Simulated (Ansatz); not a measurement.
HfSc (distorted cell), a single point

Program: the Ansatz DFT code, driven from Python.

At the Python prompt:
```pycon
>>> import warnings
>>> import ansatz as az
>>> from ase.data import atomic_numbers
>>> import numpy as np
>>> from pymatgen.core import Structure
>>> from scipy.ndimage import map_coordinates
>>> import spglib
>>> warnings.simplefilter("ignore", az.DeckWarning)
>>> structure = (
...     az.Lattice.of((3.26641, 0.02038, 0.04801), (-1.61555, 2.74346, -0.03313), (0.07563, -0.0166, 5.12128))
...     .atom("Hf", (0.68045, 0.33585, 0.54887))
...     .atom("Sc", (0.34352, 0.64883, 0.98119))
... )
>>> [site.symbol for site in structure.resolved().sites]
['Hf', 'Sc']
>>> job = (
...     structure.calculation()
...     .pseudopotentials("paw")
...     .functional("lda")
...     .occupations("methfessel_paxton", width=0.05)
...     .kpoints(6, 6, 4)
...     .basis(16 * az.Ha)
...     .density()
...     .forces()
... )
>>> outcome = job.run(threads=1, backend="cpu")

>>> summary = outcome.report
>>> summary["n_iterations"], summary["closed_by"]
(8, 'deck_thresholds')
>>> summary["converged"], summary["free_energy_ev"]
(True, -17565.577851335518)
>>> summary["mixing_algorithm"], summary["preconditioner"], summary["eigensolver"]
('MSR1', 'Kerker', 'band_cg')
>>> energy = summary["free_energy_ev"]
>>> print("HfSc: {:.6f} eV = {:.6f} Ry = {:.6f} Ha".format(energy, energy / 13.605693, energy / 27.211386))
HfSc: -17565.577851 eV = -1291.046171 Ry = -645.523085 Ha
>>> print("Fermi level {:.4f} eV, {} k-points, {} symmetry operations".format(summary["fermi_energy_ev"], summary["n_kpoints"], summary["n_symmetry_ops"]))
Fermi level 14.1381 eV, 76 k-points, 1 symmetry operations
>>> spg_cell = (outcome.lattice.cell_ang, [s.position_frac for s in outcome.lattice.sites], [atomic_numbers[s.symbol] for s in outcome.lattice.sites])
>>> found = spglib.get_symmetry_dataset(spg_cell, symprec=1e-3)
>>> print(found.international, found.number, "point group", found.pointgroup)
P1 1 point group 1
>>> for site, letter, group in zip(outcome.lattice.sites, found.wyckoffs, found.site_symmetry_symbols):
...     print(f"  {site.symbol:2s} Wyckoff {letter}  site symmetry {group}")
...
  Hf Wyckoff a  site symmetry 1
  Sc Wyckoff a  site symmetry 1
>>> final = Structure(outcome.lattice.cell_ang, [s.symbol for s in outcome.lattice.sites], [s.position_frac for s in outcome.lattice.sites])
>>> rho = outcome.density()
>>> total = sum(channel.density_e_per_ang3 for channel in rho.channels[:2])
>>> grid_cell = np.asarray(rho.fft_grid_basis) @ outcome.lattice.cell_ang
>>> partner = min(final.get_neighbors(final[0], 5.0), key=lambda n: n.nn_distance)
>>> line = np.linspace(final[0].coords, partner.coords, 9)
>>> points = (line @ np.linalg.inv(grid_cell)) * rho.dims
>>> values = map_coordinates(total, points.T, order=3, mode="grid-wrap")
>>> print(f"from {final[0].specie} to {partner.specie}, {partner.nn_distance:.3f} A")
from Hf to Sc, 2.824 A
>>> for t, value in zip(np.linspace(0, partner.nn_distance, 9), values):
...     print(f"{t:7.3f} A  {value:9.4f} e/A^3")
...
  0.000 A    35.5975 e/A^3
  0.353 A    20.7193 e/A^3
  0.706 A     4.1989 e/A^3
  1.059 A     0.5230 e/A^3
  1.412 A     0.2216 e/A^3
  1.765 A     0.3143 e/A^3
  2.118 A     1.9020 e/A^3
  2.471 A     6.3612 e/A^3
  2.824 A     7.4602 e/A^3
>>> atom = int(np.linalg.norm(summary["forces_ev_ang"], axis=1).argmax())
>>> print("force on atom", atom, "by term (eV/A)")
force on atom 1 by term (eV/A)
>>> for term, rows in summary["force_terms_ev_ang"].items():
...     if np.abs(rows[atom]).max() > 1e-6:
...         print(f"  {term:26s}", np.round(rows[atom], 4))
...
  ewald                      [-12.6707   0.9985 345.6431]
  local_pseudopotential      [  12.3455   -0.6685 -345.4509]
  nonlocal_pseudopotential   [ 0.0239 -0.1107  2.3217]
  augmentation               [ 0.1047 -0.1272 -1.0684]
  nlcc                       [-0.0009  0.0017  0.0102]
  scf_correction             [-0.0001  0.0002  0.0004]
>>> print("net force on the cell:", np.round(np.sum(summary["forces_ev_ang"], axis=0), 6) + 0.0)
net force on the cell: [-3.0e-06  2.0e-06  1.8e-05]
>>> for index, (site, neighbours) in enumerate(zip(final, final.get_all_neighbors(5.5))):
...     first = min(n.nn_distance for n in neighbours)
...     shell = [n for n in neighbours if n.nn_distance < 1.15 * first]
...     mean = sum(n.nn_distance for n in shell) / len(shell)
...     print(f"atom {index} {site.specie.symbol}: {len(shell)} neighbours within 1.15 of the shortest distance, mean {mean:.3f} A")
...
atom 0 Hf: 7 neighbours within 1.15 of the shortest distance, mean 3.070 A
atom 1 Sc: 7 neighbours within 1.15 of the shortest distance, mean 3.070 A
```

What to keep in mind:
- Total energies depend on the potentials; only differences at equal settings carry meaning. A total without «per atom» is that of the cell as typed.
- No spin polarisation was allowed.
- For a metal this k-point mesh is coarse: on a finer one energies can move by several to tens of meV an atom and pressures by half a GPa or more, differences at one mesh by less.
- The zero of the levels is a convention of the potentials, so an absolute Fermi energy is no work function.
- Spin-orbit coupling, which matters for elements this heavy, is left out.
- The fields are valence quantities on the plane-wave grid; their values near the nuclei depend on the potentials.
- The cell is a database structure, distorted on purpose.
- Wall time of the script: 7.5 s on 1 thread of Arm Neoverse V1, with other jobs on the host, peak memory 0.49 GiB.

(Lines on the test bed's own set-up are left out of the output.)
